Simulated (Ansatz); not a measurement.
# MoS2 (P6_3/mmc): zero-pressure volume and bulk modulus with PBEsol

Aim: take the cell of MoS2 (P6_3/mmc) to zero pressure with PBEsol, then fit an equation of state.

Computed with Ansatz 0.2.0 (DFT PBEsol, scalar-relativistic, plane waves, PAW, unless a step's input says otherwise).

1 further run of the same task is left out (set aside as unsound or not needed). Runs told in other sessions of the task aren't counted.

## Step 1: Starting point

It takes space group P6_3/mmc (No. 194, hexagonal). The conventional cell has a = 3.159 Å, b = 3.159 Å, c = 12.314 Å, α = 90.00°, β = 90.00°, γ = 120.00°. Around Mo (site symmetry -6m2) lie 6 S at 2.40 Å. Around S (site symmetry 3m) lie 3 Mo at 2.40 Å.

As a file:

```xyz
6
Lattice="3.1586 0.0000 0.0000 -1.5793 2.7354 0.0000 0.0000 0.0000 12.3136" Properties=species:S:1:pos:R:3 pbc="T T T"
Mo    0.0000    1.8236    3.0784
Mo    1.5793    0.9118    9.2352
S     0.0000    1.8236    7.6703
S     1.5793    0.9118    1.5135
S     0.0000    1.8236   10.8000
S     1.5793    0.9118    4.6432
```

An earlier run on this cell at PBE gave 3.01 GPa at 17.732 Å³/atom (8×8×2 mesh), mesh gap 0.98 eV, no moment left. The cell is compressed at this level.

## Step 2: At the given cell

File input.yaml:

```yaml
crystal:
  lattice:
    - [3.1586156158, 0.0, 0.0]
    - [-1.5793078079, 2.7354413641, 0.0]
    - [0.0, 0.0, 12.3135811494]
  atoms:
    - { symbol: Mo, position: [0.3333333333, 0.6666666667, 0.25], spin: 0.05 }
    - { symbol: Mo, position: [0.6666666667, 0.3333333333, 0.75], spin: 0.05 }
    - { symbol: S, position: [0.3333333333, 0.6666666667, 0.6229170291] }
    - { symbol: S, position: [0.6666666667, 0.3333333333, 0.1229170291] }
    - { symbol: S, position: [0.3333333333, 0.6666666667, 0.8770829709] }
    - { symbol: S, position: [0.6666666667, 0.3333333333, 0.3770829709] }
basis:
  ecutwfc: 420
  ecutrho_ratio: 4
kpoints:
  mp_grid: { grid: [8, 8, 2] }
hamiltonian:
  xc: pbesol
scf:
  occupations: { method: gaussian, width: 0.05 }
output:
  forces: true
  stress: true
  eigenvalues: true
  populations: true
magnetization:
  spin_polarized: true
relax:
  f_tol: 0.02
  max_steps: 40
  cell: { stress_tol: 0.2, fix: [volume] }
checkpoint:
  read: start.run
  write: ck
  compress: false
  write_wavefunctions: false
  write_every: 100000
```

start.run holds the state of a PBE run on this cell.

Command:

```sh
> ansatz run input.yaml --threads 4 --pin off --max-ram 8192MiB --backend cpu --events-out ev --progress --plain --runs-dir out
```

The runs that follow: A step to a new volume; A step to a new volume; A step to a new volume; A step to a new volume; A step to a new volume; A step to a new volume; Volume × 0.98 of the new zero; Volume × 1.02 of the new zero; Volume × 0.96 of the new zero; Volume × 1.04 of the new zero.

Before running it: what results should come out? Wanted: volume nearest zero pressure; fit.

**Answer**, as computed:

| quantity | value |
| --- | --- |
| volume nearest zero pressure | 17.990 Å³/atom at -0.06 GPa |
| gap on the mesh there | 1.10 eV |
| fit | no modulus quoted |
| time in all | 2 min |

What this shows: The points don't follow one smooth curve, or give an unlikely pressure derivative, as when the electronic state or the structure changes between volumes; no modulus is quoted. A run loses the moments it was seeded with; other starts can end magnetic. No dispersion term is included, so distances between weakly bound layers or units are the least certain numbers.
